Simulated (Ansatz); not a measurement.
**MoS2 with a defect (P on an S site): a single-point run**

Aim: the field gradients at the nuclei of MoS2 with a defect (P on an S site), from a sound single-point run.

Method: DFT, PBE, plane-wave PAW, default files, scalar-relativistic, in Ansatz 0.2.0.

## 1. Starting point

It takes space group P3m1 (No. 156, trigonal). Conventional cell: a = 6.338 Å, b = 6.338 Å, c = 12.324 Å, α = 90.00°, β = 90.00°, γ = 120.00°. Mo (site symmetry 3m) has 6 S at 2.41 Å as nearest neighbours. Mo (site symmetry m) is surrounded by 6 S at 2.41 Å. Around Mo (site symmetry m) lie 5 S at 2.41 Å and 1 P at 2.41 Å. P (site symmetry 3m) is surrounded by 3 Mo at 2.41 Å. Around S (site symmetry m) lie 3 Mo at 2.41 Å. Around S (site symmetry 3m) lie 3 Mo at 2.41 Å. Only part of the 12 independent sites is listed.

Structure file:

```xyz
24
Lattice="6.3380 0.0000 0.0000 -3.1690 5.4889 0.0000 0.0000 0.0000 12.3240" Properties=species:S:1:pos:R:3 pbc="T T T"
Mo    0.0000    1.8296    3.0810
Mo   -1.5845    4.5741    3.0810
Mo    3.1690    1.8296    3.0810
Mo    1.5845    4.5741    3.0810
Mo    1.5845    0.9148    9.2430
Mo    0.0000    3.6592    9.2430
Mo    4.7535    0.9148    9.2430
Mo    3.1690    3.6592    9.2430
P     0.0000    1.8296    7.6779
S    -1.5845    4.5741    7.6779
S     3.1690    1.8296    7.6779
S     1.5845    4.5741    7.6779
S     1.5845    0.9148    1.5159
S     0.0000    3.6592    1.5159
S     4.7535    0.9148    1.5159
S     3.1690    3.6592    1.5159
S     0.0000    1.8296   10.8081
S    -1.5845    4.5741   10.8081
S     3.1690    1.8296   10.8081
S     1.5845    4.5741   10.8081
S     1.5845    0.9148    4.6461
S     0.0000    3.6592    4.6461
S     4.7535    0.9148    4.6461
S     3.1690    3.6592    4.6461
```

## 2. Running it

input.yaml

```yaml
crystal:
  lattice:
    - [6.338, 0.0, 0.0]
    - [-3.169, 5.4888690092, 0.0]
    - [0.0, 0.0, 12.324]
  atoms:
    - { symbol: Mo, position: [0.1666666666, 0.3333333334, 0.25] }
    - { symbol: Mo, position: [0.1666666666, 0.8333333334, 0.25] }
    - { symbol: Mo, position: [0.6666666666, 0.3333333334, 0.25] }
    - { symbol: Mo, position: [0.6666666666, 0.8333333334, 0.25] }
    - { symbol: Mo, position: [0.3333333334, 0.1666666666, 0.75] }
    - { symbol: Mo, position: [0.3333333334, 0.6666666666, 0.75] }
    - { symbol: Mo, position: [0.8333333334, 0.1666666666, 0.75] }
    - { symbol: Mo, position: [0.8333333334, 0.6666666666, 0.75] }
    - { symbol: P, position: [0.1666666666, 0.3333333334, 0.623], spin: 1.0 }
    - { symbol: S, position: [0.1666666666, 0.8333333334, 0.623] }
    - { symbol: S, position: [0.6666666666, 0.3333333334, 0.623] }
    - { symbol: S, position: [0.6666666666, 0.8333333334, 0.623] }
    - { symbol: S, position: [0.3333333334, 0.1666666666, 0.123] }
    - { symbol: S, position: [0.3333333334, 0.6666666666, 0.123] }
    - { symbol: S, position: [0.8333333334, 0.1666666666, 0.123] }
    - { symbol: S, position: [0.8333333334, 0.6666666666, 0.123] }
    - { symbol: S, position: [0.1666666666, 0.3333333334, 0.877] }
    - { symbol: S, position: [0.1666666666, 0.8333333334, 0.877] }
    - { symbol: S, position: [0.6666666666, 0.3333333334, 0.877] }
    - { symbol: S, position: [0.6666666666, 0.8333333334, 0.877] }
    - { symbol: S, position: [0.3333333334, 0.1666666666, 0.377] }
    - { symbol: S, position: [0.3333333334, 0.6666666666, 0.377] }
    - { symbol: S, position: [0.8333333334, 0.1666666666, 0.377] }
    - { symbol: S, position: [0.8333333334, 0.6666666666, 0.377] }
magnetization:
  spin_polarized: true
kpoints:
  mp_grid: { grid: [4, 4, 2], kspacing: 0.3 }
scf:
  occupations: { method: fermi_dirac, width: 0.01 }
  max_iter: 80
hamiltonian:
  xc: pbe
  pseudopotentials: { kind: paw }
output:
  forces: true
  stress: true
  populations: true
  efg:
    quadrupole_moments_barn: { Mo: -0.022, S: -0.0694 }
    contact_densities: true
```

On the command line:

```bash
$ ansatz run input.yaml --threads 4 --pin off --max-ram 8192MiB --backend cpu --events-out ev --progress --plain --runs-dir out
```

The log of the run:

```text
Error: invalid value for `kpoints.mp_grid.kspacing`: mutually exclusive with `grid` — set one or the other
```

It took 0.05 s on 4 threads of Arm Neoverse V2, shared host; peak memory 0.077 GiB.

## 3. Diagnosis

The run ended at the input check. It says: «invalid value for `kpoints.mp_grid.kspacing`: mutually exclusive with `grid` — set one or the other»

Look at the input: kpoints.mp_grid.kspacing is 0.3. The k-point mesh is ill-defined.

Remedy: delete kpoints.mp_grid.kspacing.

## 4. Again, with the input mended

Other changes include scf.max_iter, output requests.

input.yaml: that of step 2 with these lines changed.

```diff
@@ -33,6 +33,5 @@
 kpoints:
-  mp_grid: { grid: [4, 4, 2], kspacing: 0.3 }
+  mp_grid: { grid: [4, 4, 2] }
 scf:
   occupations: { method: fermi_dirac, width: 0.01 }
-  max_iter: 80
 hamiltonian:
@@ -47 +46,5 @@
     contact_densities: true
+  write_density: true
+  write_potential: true
+  elf: true
+  volumetric_format: npy
```

On the command line:

```bash
$ ansatz run input.yaml --threads 4 --pin off --max-ram 8192MiB --backend cpu --events-out ev --progress --plain --runs-dir out
```

From the output:

```text
[...]
Basis set: ecut = 420 eV, 8405 PW (Γ), exchange–correlation on 90×90×180 points (8 copies of the dense FFT grid, shifted against one another)
[...]
Magnetic group: BNS 156.49 (UNI 1279), of the structure as read, at distance tolerance 7.5e-5 Å
k-points: 8 of 32 (time reversal used)
[...]
SCF iter   1: F=—  HF=-53963.770181 eV  |F-HF|=—  |Δ(HF+E_count)|=         —  Δρ=4.41e-2 (↑4.35e-2 ↓4.41e-2)  dr2=4.97e1  dr2_m=8.74e-2  M=0.052 μB ∫|m|=0.170 μB  β_m=0.30  ethr=3.10e-3  ⟨swp⟩=6.4  Hψ=8169  notcnv=0  defer=2
[...]
preconditioner: auto → Resta (q_TF=auto, 2.417 Å⁻¹)  ε∞=7.4  [insulator: Δε(μ)=0.202 eV  Ē_g=8.503 eV  σ=0.010 eV  W_gap=0.70  n_scr=110 (ndim 8)  ℏωp=21.4 eV  f_vac=0.001  D(μ)=4.58/eV (n_scr^D=22)  ε∞_Penn≈7.4]
[...]
SCF iter   2: F=—  HF=-53955.834737 eV  |F-HF|=—  |Δ(HF+E_count)|=    7.94e0  Δρ=2.13e-2 (↑2.08e-2 ↓2.13e-2)  dr2=8.39e0  dr2_m=4.12e-2  M=0.061 μB ∫|m|=0.174 μB  β_m=0.39  ethr=3.10e-3  ⟨swp⟩=3.0  Hψ=4019  notcnv=0  defer=299
[...]
SCF iter  14: F=—  HF=-53954.191244 eV  |F-HF|=—  |Δ(HF+E_count)|=   3.39e-7  Δρ=2.93e-6 (↑2.81e-6 ↓2.93e-6)  dr2=3.36e-7  dr2_m=2.12e-10  M=0.000 μB ∫|m|=0.000 μB  β_m=0.83  ethr=1.23e-10  ⟨swp⟩=2.0  Hψ=3160  notcnv=0  defer=312
SCF iter  15: F=-53954.191244 eV  HF=-53954.191244 eV  |F-HF|=4.69e-8  |Δ(HF+E_count)|=   2.10e-8  Δρ=1.15e-6 (↑1.15e-6 ↓1.01e-6)  dr2=6.09e-8  dr2_m=3.49e-11  M=-0.000 μB ∫|m|=0.000 μB  ethr=4.83e-11  ⟨swp⟩=13.6  Hψ=16165  notcnv=0
[...]
SCF converged after 15 iterations
Magnetization: -0.0000 μB (103.5000 up, 103.5000 down)
[...]
Free energy (F): -53954.191244 eV
[...]
E sigma→0 (E₀):  -53954.190285 eV
[...]
Fermi energy:    10.452633 eV
[...]
  P = ⅓ Tr σ = 2.1845 GPa (21.845 kbar)
[...]
```

Run time: 39 s. Hardware: 4 threads of Arm Neoverse V2, shared host; peak memory 1.7 GiB.

Site by site (atoms counted from 1): 11 of 12, those nearest the defect, the farthest of each element and the two largest gradients.

```tsv
site	atoms	distance from the defect (Å)	V_zz (10²¹ V/m²)	η	C_Q (MHz)
P	9	0.00	-2.13	0.00	–
Mo5	5, 6, 7	2.41	-7.20	0.09	3.83 (⁹⁵Mo)
S17	17	3.13	-4.92	0.00	8.25 (³³S)
S10	10, 11, 12	3.17	-4.52	0.21	7.58 (³³S)
S21	21, 22, 23	3.54	-4.46	0.00	7.49 (³³S)
Mo8	8	3.98	-6.40	0.00	3.40 (⁹⁵Mo)
S18	18, 19, 20	4.45	-4.53	0.09	7.60 (³³S)
Mo1	1	4.60	-7.58	0.00	4.03 (⁹⁵Mo)
S24	24	4.75	-4.48	0.00	7.53 (³³S)
Mo2	2, 3, 4	5.58	-7.13	0.00	3.79 (⁹⁵Mo)
S16	16	7.17	-5.16	0.00	8.66 (³³S)
```

Conventions: |V_zz| ≥ |V_yy| ≥ |V_xx|, η = (V_xx − V_yy)/V_zz, C_Q = eQV_zz/h. Q values from Pyykkö, Mol. Phys. 116, 1328 (2018). A dash under C_Q marks elements without a common quadrupolar isotope.

## 5. Summary of results

| quantity | value |
| --- | --- |
| first try | refused |
| cause | ill-defined k-mesh |
| second try | converged, 15 SCF cycles |
| energy (zero set by the potentials) | -53954.1912 eV |
| pressure | 2.18 GPa |
| gap on the mesh | none (metal on this mesh) |
| largest force | 0.231 eV/Å |
| largest V_zz in size | 7.58 × 10²¹ V/m² at Mo1 |

In words: The mended input goes through in 15 SCF cycles. The largest force in the second run is 0.231 eV/Å, so the atoms are not at their relaxed places.
